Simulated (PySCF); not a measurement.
# H4N2S2W (WS2(NH2)2): the cost of one run

Programs: PySCF 2.14.0, with routines of our own; each step states its level. All values are computed. Atoms count from 0.

## 1. The system as given

9 atoms, charge 0, multiplicity 1; geometry from: GFN2-xTB.

## 2. Geometry optimisation at PBE0-D3(BJ)/def2-SVP

The job: settings as JSON, then the geometry in Å.

```
{"job": {"xc": "PBE0", "basis": "def2-SVP", "d3": "d3bj", "grid": 1, "maxiter": 30, "shake": 0.03, "kind": "geom"}, "charge": 0, "multiplicity": 1}
W      0.501760    -0.076380     0.316350
S      0.451820    -0.003240     2.480120
S      2.434960    -0.012560    -0.458860
N     -0.309510     1.672390    -0.303710
H     -0.177810     2.176020    -1.169720
H     -1.124380     2.218270     0.218030
N     -0.389010    -1.671130    -0.278740
H     -1.072660    -2.182880     0.230850
H     -0.182430    -2.189940    -1.059980
```

Command:

```bash
$ OMP_NUM_THREADS=1 python heavy_run.py task.json out
```

The driver reads the jobs from task.json and runs them one after another.

Q: Estimate the wall time and peak memory of this first job on 1 thread of Arm Neoverse V1, shared host.

About 78 s, with a peak of 0.48 GiB.
